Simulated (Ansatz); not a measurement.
**GeCl2 (SMILES Cl[Ge]Cl) at HF/3-21G**

Aim: the electronic atomisation energy of GeCl2 at HF/3-21G, from 3 runs. 

The calculation is run with Ansatz 0.2.0.

36 further runs of the same task are left out: 36 set aside as unsound or not needed.

## (1) The system as given

GeCl2 has 3 atoms, charge 0, and is taken as a singlet. As SMILES, `Cl[Ge]Cl`. Geometry: relaxed at PBE0-D4/def2-TZVP.

Bond lengths: Cl1–Ge2 2.182 Å, Ge2–Cl3 2.182 Å. Angles: Cl1–Ge2–Cl3 100.0°.

## (2) A single-point energy at HF/3-21G

File in.yaml:

```yaml
crystal:
  periodic: [false, false, false]
  atoms:
    - {symbol: Cl, position_ang: [-0.065420, -1.681680, 0.422740]}
    - {symbol: Ge, position_ang: [-0.421210, 0.067170, -0.832020]}
    - {symbol: Cl, position_ang: [0.486630, 1.614500, 0.409270]}
basis:
  gaussian:
    orbitals: 3-21G-spherical.json
hamiltonian:
  xc: hf
accuracy: high
output:
  orbitals: {seedname: orbitals}
```

The basis set 3-21G is read from a file made from the Basis Set Exchange's data (not shown).

On the command line:

```console
$ ansatz run in.yaml --threads 1 --pin off --max-ram 3480MiB --events-out events.jsonl --progress --plain --runs-dir runs
```

Standard output:

```text
Warning: RAYON_NUM_THREADS=1 ignored (pool sized by the plan → 1); use --threads N
Functional definition: HF
  name "HF"
  exchange = exact_x
  correlation = 0
857 factors; integrals over basis functions are off by at most 4.8e-9 eV
mean field evaluation 1: about -81089.4686 eV, gradient 1.6e1 eV
mean field evaluation 2: about -81089.4810 eV, gradient 1.6e1 eV
mean field evaluation 4: about -81090.5322 eV, gradient 7.9e-1 eV
mean field evaluation 8: about -81090.5389 eV, gradient 1.5e-3 eV
mean field -81090.53894825 eV, -2980.0223412069 hartree, gradient 7.0e-8 eV, S^2 0.000000; 0 other end points of the search recorded, 0 dependent functions left out
reference -81090.53894825 eV, -2980.0223412069 hartree; 33, 33 occupied and 15, 15 virtual orbitals, 857 factors
Total energy: -81090.53894825 eV, -2980.0223412069 hartree
```

Run time: 0.46 s. Hardware: 1 thread of Arm Neoverse V2, shared host; peak memory 0.11 GiB.

## (3) The Cl atom, same level

File in.yaml:

```yaml
crystal:
  periodic: [false, false, false]
  atoms:
    - {symbol: Cl, position_ang: [0.000000, 0.000000, 0.000000]}
basis:
  gaussian:
    orbitals: 3-21G.json
magnetization:
  spin_polarized: true
  initial_magnetization: 1
hamiltonian:
  xc: hf
accuracy: high
```

The basis set 3-21G is read from a file made from the Basis Set Exchange's data (not shown).

Run the same way, it converges to -457.27655 Eh (log not shown).

## (4) The Ge atom

File in.yaml:

```yaml
crystal:
  periodic: [false, false, false]
  atoms:
    - {symbol: Ge, position_ang: [0.000000, 0.000000, 0.000000]}
basis:
  gaussian:
    orbitals: 3-21G-spherical.json
magnetization:
  spin_polarized: true
  initial_magnetization: 2
hamiltonian:
  xc: hf
accuracy: high
```

The basis set 3-21G is read from a file made from the Basis Set Exchange's data (not shown).

On the command line:

```console
$ ansatz run in.yaml --threads 1 --pin off --max-ram 3480MiB --events-out events.jsonl --progress --plain --runs-dir runs
```

Standard output:

```text
Warning: RAYON_NUM_THREADS=1 ignored (pool sized by the plan → 1); use --threads N
Functional definition: HF
  name "HF"
  exchange = exact_x
  correlation = 0
183 factors; integrals over basis functions are off by at most 3.5e-9 eV
mean field evaluation 1: about -56199.3435 eV, gradient 2.6e0 eV
mean field evaluation 2: about -56199.3527 eV, gradient 2.6e0 eV
mean field evaluation 4: about -56199.4497 eV, gradient 1.0e-1 eV
mean field evaluation 8: about -56199.4492 eV, gradient 3.8e-4 eV
mean field evaluation 16: about -56199.4492 eV, gradient 3.1e-2 eV
mean field evaluation 32: about -56199.4492 eV, gradient 9.8e-5 eV
mean field -56199.44924806 eV, -2065.2916665113 hartree, gradient 8.5e-8 eV, S^2 2.000285; 1 other end points of the search recorded, 0 dependent functions left out
reference -56199.44924806 eV, -2065.2916665113 hartree; 17, 15 occupied and 5, 7 virtual orbitals, 183 factors
Total energy: -56199.44924806 eV, -2065.2916665113 hartree
```

Run time: 0.1 s. Hardware: 1 thread of Arm Neoverse V2, shared host.

## (5) Results

Level: HF/3-21G.

| quantity | value |
| --- | --- |
| molecule: total energy | -2980.02234 Eh |
| molecule: HOMO energy | -10.75 eV |
| molecule: LUMO energy | -0.62 eV |
| molecule: HOMO–LUMO gap | 10.14 eV |
| Cl atom: total energy | -457.27655 Eh |
| Cl atom: ⟨S²⟩ | 0.750 |
| Ge atom: total energy | -2065.29167 Eh |
| Ge atom: ⟨S²⟩ | 2.000 |
| electronic atomisation energy | 4.832 eV |

**Reading.** Taking the molecule apart into free atoms costs 4.83 eV (111 kcal/mol), before zero-point energy and without spin-orbit coupling. Hartree–Fock lacks the correlation of the bonding pairs, which as a rule makes this value much too low; in minimal bases other errors can mask that. The basis has no polarisation functions, which makes bonds too weak.
